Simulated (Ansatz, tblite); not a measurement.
# GeH(OAc)3 (C6H10GeO6): a ladder of methods and basis sets

How do method and basis change the picture of GeH(OAc)3 (C6H10GeO6) (singlet)?

Program: Ansatz 0.2.0, Gaussian basis. Level of theory: as each input shows. These are calculated values, not measurements.

Plan: GFN1-xTB, GFN2-xTB, PBE-D4/def2-TZVP, r2SCAN-D4/def2-TZVP, PBE-QIDH/def2-TZVP, B3LYP-D4/def2-TZVP, B97M-V/def2-TZVP, PBE-D4/def2-SVP, PBE0-D4/def2-SVP, CCSD(T)/def2-SVP, MP2/def2-TZVP, RPA/def2-TZVP.

## 1. The structure

The geometry is that of the singlet, from an earlier relaxation (PBE-D4/def2-SVP).

23 atoms, charge 0, spin multiplicity 1.

Bond lengths: Ge1–H2 1.525 Å, Ge1–O3 1.852 Å, Ge1–O10 1.852 Å, Ge1–O17 1.852 Å, O3–C4 1.343 Å, C4–C5 1.505 Å, C4–O6 1.228 Å, C5–H7 1.103 Å, C5–H8 1.108 Å, C5–H9 1.108 Å, O10–C11 1.343 Å, C11–C12 1.505 Å, C11–O13 1.228 Å, C12–H14 1.103 Å, C12–H15 1.108 Å, C12–H16 1.108 Å, O17–C18 1.343 Å, C18–C19 1.505 Å and more. Angles: H2–Ge1–O3 118.4°, H2–Ge1–O10 118.3°, H2–Ge1–O17 118.4°, O3–Ge1–O10 99.3°, O3–Ge1–O17 99.3°, O10–Ge1–O17 99.3°, Ge1–O3–C4 108.0°, O3–C4–C5 113.8°, O3–C4–O6 120.8°, C5–C4–O6 125.4°, C4–C5–H7 110.1°, C4–C5–H8 109.8°, C4–C5–H9 109.5°, H7–C5–H8 110.4°, H7–C5–H9 110.1°, H8–C5–H9 106.9°, Ge1–O10–C11 108.0°, O10–C11–C12 113.8° and more.

PBE0-D4/def2-TZVP was run before; its log isn't repeated, and its numbers join the tables.

## 2. GFN1-xTB

Tight binding, by tblite at 300 K electronic temperature and without a spin-polarisation term:

```python
tblite.interface.Calculator('GFN1-xTB', numbers, positions, charge=0, uhf=0).singlepoint()
```

Energy -1307.7361 eV, HOMO -12.68 eV, LUMO -7.21 eV; 0.039 s.

## 3. GFN2-xTB

Tight binding, by tblite at 300 K electronic temperature and without a spin-polarisation term:

```python
tblite.interface.Calculator('GFN2-xTB', numbers, positions, charge=0, uhf=0).singlepoint()
```

Energy -1207.9644 eV, HOMO -11.76 eV, LUMO -6.88 eV; 0.016 s.

## 4. PBE-D4/def2-TZVP

start.molden holds the orbitals of an earlier run on this state, given as this run's starting guess.

in.yaml

```yaml
crystal:
  periodic: [false, false, false]
  atoms:
    - {symbol: Ge, position_ang: [0.004544, -0.009508, 0.649422]}
    - {symbol: H, position_ang: [0.017696, -0.032729, 2.173799]}
    - {symbol: O, position_ang: [1.625745, -0.045100, -0.245181]}
    - {symbol: C, position_ang: [2.382647, 0.959551, 0.225506]}
    - {symbol: C, position_ang: [3.749011, 1.035217, -0.400885]}
    - {symbol: O, position_ang: [1.954930, 1.717196, 1.092071]}
    - {symbol: H, position_ang: [4.297166, 1.909510, -0.010481]}
    - {symbol: H, position_ang: [3.654176, 1.099224, -1.502678]}
    - {symbol: H, position_ang: [4.309241, 0.104965, -0.179168]}
    - {symbol: O, position_ang: [-0.774649, 1.439546, -0.200935]}
    - {symbol: C, position_ang: [-2.023646, 1.577526, 0.273136]}
    - {symbol: C, position_ang: [-2.772989, 2.740533, -0.319259]}
    - {symbol: O, position_ang: [-2.466269, 0.801680, 1.115795]}
    - {symbol: H, position_ang: [-3.801133, 2.771925, 0.079752]}
    - {symbol: H, position_ang: [-2.790468, 2.652064, -1.423375]}
    - {symbol: H, position_ang: [-2.242322, 3.683595, -0.079971]}
    - {symbol: O, position_ang: [-0.860428, -1.382115, -0.244014]}
    - {symbol: C, position_ang: [-0.353372, -2.546210, 0.193530]}
    - {symbol: C, position_ang: [-0.984587, -3.758745, -0.435984]}
    - {symbol: O, position_ang: [0.539811, -2.566422, 1.036042]}
    - {symbol: H, position_ang: [-0.483740, -4.674935, -0.079556]}
    - {symbol: H, position_ang: [-0.919275, -3.686691, -1.539378]}
    - {symbol: H, position_ang: [-2.062091, -3.790068, -0.178186]}
basis:
  gaussian: {orbitals: def2-TZVP, fitting: {mean_field: def2-universal-jkfit}, initial_orbitals: start.molden}
hamiltonian: {xc: pbe, dispersion: d4}
scf: {omitted_lower_state_checks: [starts]}
output: {forces: true, orbitals: {seedname: orbitals}}
```

Command:

```
ansatz run in.yaml --threads 2 --pin off --events-out ev --progress --plain --max-ram 22528MiB --backend cuda --devices 0, --max-vram 18GiB
```

Further steps of the session: r2SCAN-D4/def2-TZVP; PBE-QIDH/def2-TZVP; B3LYP-D4/def2-TZVP; B97M-V/def2-TZVP; PBE-D4/def2-SVP; PBE0-D4/def2-SVP; CCSD(T)/def2-SVP; MP2/def2-TZVP; RPA/def2-TZVP.

Before running them: what should the planned runs give, taken together? Wanted: gap in def2-TZVP, named functionals, smallest and largest; correlation energy, CCSD(T)/def2-SVP; correlation energy, MP2/def2-TZVP; binding an atom, CCSD(T)/def2-SVP; PBE0 total energy, smallest basis above largest.

**Answer**, as computed:

```
                                                 quantity                                value
gap in def2-TZVP, named functionals, smallest and largest  5.31 eV (PBE-D4), 8.09 eV (PBE0-D4)
                     correlation energy, CCSD(T)/def2-SVP                            -61.25 eV
                        correlation energy, MP2/def2-TZVP                            -70.54 eV
                        binding an atom, CCSD(T)/def2-SVP                             4.291 eV
          PBE0 total energy, smallest basis above largest       28.60 eV (def2-SVP, def2-TZVP)
```

What this shows: Over the named functionals in def2-TZVP the gap runs from 5.31 eV (PBE-D4) to 8.09 eV (PBE0-D4); exact exchange widens it. The functionals in def2-TZVP miss CCSD(T)/def2-SVP by +0.196 (B3LYP-D4) to +0.378 eV (PBE-D4) an atom. The yardstick is in a double-zeta basis, so levels in larger sets aren't compared like for like. CCSD(T)/def2-SVP isn't at the basis-set limit; small misses against it rank nothing.
